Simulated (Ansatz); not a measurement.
Crystal: LiCaF3.

```
Ca F Li
1.0
     3.76124    0.00000    0.00000
     0.00000    3.76124    0.00000
     0.00000    0.00000    3.76124
Ca F Li
1 3 1
Cartesian
  0.0000 0.0000 0.0000
  1.8806 0.0000 1.8806
  1.8806 1.8806 0.0000
  0.0000 1.8806 1.8806
  1.8806 1.8806 1.8806
```

The cell comes from a database or a generator and needn't be the stable form of this composition.

Base run:

| Quantity | Value |
| --- | --- |
| Program | Ansatz 0.2.0 |
| Functional | r2SCAN |
| Potentials or basis | Ansatz PAW |
| Cutoff | 500 eV (not typed: the program's choice for these potentials) |
| k mesh | 7 × 7 × 7 |
| Occupations | fermi-dirac, width 0.05 eV |
| Spin | no spin polarisation |

Its results: band gap on the k mesh 7.28 eV, indirect (least direct gap 7.35 eV); pressure -4.4 GPa.

**Question.** After a change of settings the same cell gave: band gap on the k mesh 6.41 eV, indirect (least direct gap 6.48 eV); pressure -9.4 GPa. Which change was it?
A. functional from r2SCAN to revPBE; cutoff from 500 eV (not typed: the program's choice for these potentials) to 420 eV (not typed: the program's choice for these potentials)
B. functional from r2SCAN to LDA; cutoff from 500 eV (not typed: the program's choice for these potentials) to 420 eV (not typed: the program's choice for these potentials)
C. functional from r2SCAN to PBE; cutoff from 500 eV (not typed: the program's choice for these potentials) to 420 eV (not typed: the program's choice for these potentials)
D. functional from r2SCAN to RPBE; cutoff from 500 eV (not typed: the program's choice for these potentials) to 420 eV (not typed: the program's choice for these potentials)

**Answer.** B.

r2SCAN gives the wider gap, since meta-GGAs in the generalised Kohn-Sham scheme recover part of the derivative discontinuity.

Caveats: odd divisions of the mesh miss points on the zone boundary, where band edges often lie, so the gap on the mesh can be too wide; the PAW data sets come from PBE, with cores solved anew for the run's functional, which leaves a small shift of forces and pressure; the density of states is complete only up to the lowest level of the last band computed.
